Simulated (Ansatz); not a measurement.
# B₂H₅NSi: up Jacob's ladder to CCSD(T)

One table from this session's results is given with a row withheld; the runs are named, their logs left out.

Method: functionals in def2-TZVPP, the program's frozen cores in correlated methods; program: Ansatz 0.2.0, Gaussian basis.

The runs, in order: LDA (SPW92), PBE-D4, revPBE-D4, BLYP-D4, r2SCAN-D4, B97M-V, PBE0-D4, B3LYP-D4, r2SCANh-D4, r2SCAN0-D4, HSE06-D4, BHLYP-D4, CAM-B3LYP-D4, LC-ωPBE, ωB97X-V, ωB97M-V, B2PLYP, PBE-QIDH; CCSD(T)/def2-SVP; CCSD(T)/def2-TZVPP; MP2/def2-QZVPP; extrapolation to the limit; RPA on PBE.

## The geometry

All runs share one geometry, relaxed beforehand with PBE0-D4 in a triple-zeta def2 set.

9 atoms, charge 0, spin multiplicity 1.

Atoms are counted from 1 here; the program's logs count them from 0.

Bond lengths: B1–N2 1.423 Å, B1–H5 1.197 Å, B1–H6 1.198 Å, N2–B3 1.404 Å, N2–Si4 1.781 Å, B3–Si4 1.927 Å, B3–H7 1.187 Å, Si4–H8 1.483 Å, Si4–H9 1.483 Å. Angles: N2–B1–H5 119.9°, N2–B1–H6 118.7°, H5–B1–H6 121.4°, B1–N2–B3 137.6°, B1–N2–Si4 149.1°, B3–N2–Si4 73.4°, N2–B3–Si4 62.3°, N2–B3–H7 134.4°, Si4–B3–H7 163.2°, N2–Si4–B3 44.3°, N2–Si4–H8 114.3°, N2–Si4–H9 114.3°, B3–Si4–H8 124.4°, B3–Si4–H9 124.4°, H8–Si4–H9 111.2°.

The first run:

The input, in.yaml:

```yaml
crystal:
  periodic: [false, false, false]
  atoms:
    - {symbol: B, position_ang: [-0.882459, 1.310353, 0.309385]}
    - {symbol: N, position_ang: [0.001038, 0.226896, 0.043608]}
    - {symbol: B, position_ang: [1.384716, 0.026424, -0.087631]}
    - {symbol: Si, position_ang: [0.234271, -1.504371, -0.303688]}
    - {symbol: H, position_ang: [-2.063473, 1.120342, 0.350147]}
    - {symbol: H, position_ang: [-0.418537, 2.400431, 0.488221]}
    - {symbol: H, position_ang: [2.337244, 0.731989, -0.016787]}
    - {symbol: H, position_ang: [-0.171514, -2.408763, 0.799031]}
    - {symbol: H, position_ang: [-0.332785, -1.949600, -1.599387]}
basis:
  gaussian: {orbitals: def2-TZVPP}
hamiltonian: {xc: lda}
output: {orbitals: {seedname: orbitals}}
```

Launch:

```
> ansatz run in.yaml --threads 2 --pin off --events-out ev --progress --plain --max-ram 4352MiB
```

Steps of the session up to this table: LDA; PBE-D4 (GGA); revPBE-D4 (GGA); BLYP-D4 (GGA); r2SCAN-D4 (meta-GGA); B97M-V (meta-GGA); PBE0-D4 (hybrid); B3LYP-D4 (hybrid); r2SCANh-D4 (hybrid); r2SCAN0-D4 (hybrid); HSE06-D4 (hybrid); BHLYP-D4 (hybrid); CAM-B3LYP-D4 (range-separated); LC-ωPBE (range-separated); ωB97X-V (range-separated); ωB97M-V (range-separated); B2PLYP (double hybrid); PBE-QIDH (double hybrid).

One of the session's tables, all rows but one given; the rest of the session is left out.

It belongs to the step «Orbital energies across the functionals». 

| functional | HOMO (eV) | LUMO (eV) | gap (eV) |
| --- | --- | --- | --- |
| LDA (SPW92) | -6.31 | -3.30 | 3.01 |
| PBE-D4 | -6.19 | -3.02 | 3.17 |
| revPBE-D4 | ? | ? | ? |
| BLYP-D4 | -6.05 | -2.82 | 3.23 |
| r2SCAN-D4 | -6.38 | -2.68 | 3.70 |
| B97M-V | -6.45 | -2.73 | 3.73 |
| PBE0-D4 | -7.27 | -2.01 | 5.27 |
| B3LYP-D4 | -7.08 | -2.18 | 4.90 |
| r2SCANh-D4 | -6.78 | -2.32 | 4.46 |
| r2SCAN0-D4 | -7.39 | -1.81 | 5.58 |
| HSE06-D4 | -6.87 | -2.39 | 4.48 |
| BHLYP-D4 | -8.25 | -0.86 | 7.39 |
| CAM-B3LYP-D4 | -8.57 | -0.85 | 7.73 |
| LC-ωPBE | -9.89 | 0.29 | 10.18 |
| ωB97X-V | -9.55 | 0.22 | 9.77 |
| ωB97M-V | -9.38 | -0.02 | 9.36 |

**Question.** Estimate the row for revPBE-D4.

As computed: HOMO (eV): -6.14; LUMO (eV): -2.92; gap (eV): 3.22. In the column «HOMO (eV)» it lies between PBE-D4 (-6.19) and BLYP-D4 (-6.05).
